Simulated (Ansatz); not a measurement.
# C₂H₆AlNO₃: how energies converge with the basis set

Aim: see how fast density functionals converge with the basis set for C₂H₆AlNO₃.

The runs use Ansatz 0.2.0, Gaussian basis; one geometry, several basis sets.

Levels to be run: PBE0-D4/def2-SVP; ωB97M-V/def2-SVP; PBE0-D4/def2-QZVPP; ωB97M-V/def2-QZVPP; the functionals' def2-TZVPP values are taken from earlier runs.

### Step 1. The geometry

All runs share one geometry, relaxed beforehand with PBE0-D4 in a triple-zeta def2 set.

SMILES `CC#[N+][Al-]([OH])([OH])[OH]`, 13 atoms, charge 0, spin multiplicity 1.

Atoms are counted from 1 here; the program's logs count them from 0.

Bond lengths: C1–C2 1.442 Å, C1–H8 1.091 Å, C1–H9 1.091 Å, C1–H10 1.091 Å, C2–N3 1.141 Å, N3–Al4 2.018 Å, Al4–O5 1.717 Å, Al4–O6 1.717 Å, Al4–O7 1.717 Å, O5–H11 0.955 Å, O6–H12 0.955 Å, O7–H13 0.955 Å. Angles: C2–C1–H8 109.6°, C2–C1–H9 109.6°, C2–C1–H10 109.6°, H8–C1–H9 109.3°, H8–C1–H10 109.3°, H9–C1–H10 109.3°, C1–C2–N3 180.0°, C2–N3–Al4 180.0°, N3–Al4–O5 99.8°, N3–Al4–O6 99.8°, N3–Al4–O7 99.8°, O5–Al4–O6 117.1°, O5–Al4–O7 117.1°, O6–Al4–O7 117.1°, Al4–O5–H11 119.3°, Al4–O6–H12 119.3°, Al4–O7–H13 119.3°.

### Step 2. PBE0-D4 in def2-SVP

File in.yaml:

```yaml
crystal:
  periodic: [false, false, false]
  atoms:
    - {symbol: C, position_ang: [1.255830, -0.856667, 2.505630]}
    - {symbol: C, position_ang: [0.637988, -0.436295, 1.272745]}
    - {symbol: N, position_ang: [0.148895, -0.103435, 0.296563]}
    - {symbol: Al, position_ang: [-0.714901, 0.485116, -1.429406]}
    - {symbol: O, position_ang: [0.403574, -0.170553, -2.555461]}
    - {symbol: O, position_ang: [-0.692248, 2.187232, -1.203189]}
    - {symbol: O, position_ang: [-2.232575, -0.304692, -1.282101]}
    - {symbol: H, position_ang: [0.648851, -1.633349, 2.973359]}
    - {symbol: H, position_ang: [2.251906, -1.251668, 2.300096]}
    - {symbol: H, position_ang: [1.337714, -0.005410, 3.183195]}
    - {symbol: H, position_ang: [0.939659, 0.420287, -3.080480]}
    - {symbol: H, position_ang: [-1.517039, 2.655040, -1.089166]}
    - {symbol: H, position_ang: [-2.447353, -1.020306, -1.876985]}
basis:
  gaussian: {orbitals: def2-SVP}
hamiltonian: {xc: pbe0, dispersion: d4}
output: {orbitals: {seedname: orbitals}}
```

Command:

```bash
$ ansatz run in.yaml --threads 4 --pin off --events-out ev --progress --plain --max-ram 11315MiB
```

The runs that follow: ωB97M-V in def2-SVP; PBE0-D4 in def2-QZVPP; ωB97M-V in def2-QZVPP.

Q: Predict the results of all the runs planned. Wanted: PBE0-D4: double and triple zeta above quadruple; ωB97M-V: double and triple zeta above quadruple.

As calculated:

| quantity | value |
| --- | --- |
| PBE0-D4: double and triple zeta above quadruple | 15.29, 0.81 eV |
| ωB97M-V: double and triple zeta above quadruple | 15.57, 0.77 eV |

PBE0-D4 gains 14.48 eV from double to triple zeta, then 0.81 eV more. Total energies overstate the basis error of differences, where much of it tends to cancel. The LUMO of ωB97M-V is positive and keeps falling with the basis (1.77 to 0.71 eV): an unbound level that the basis holds in place.
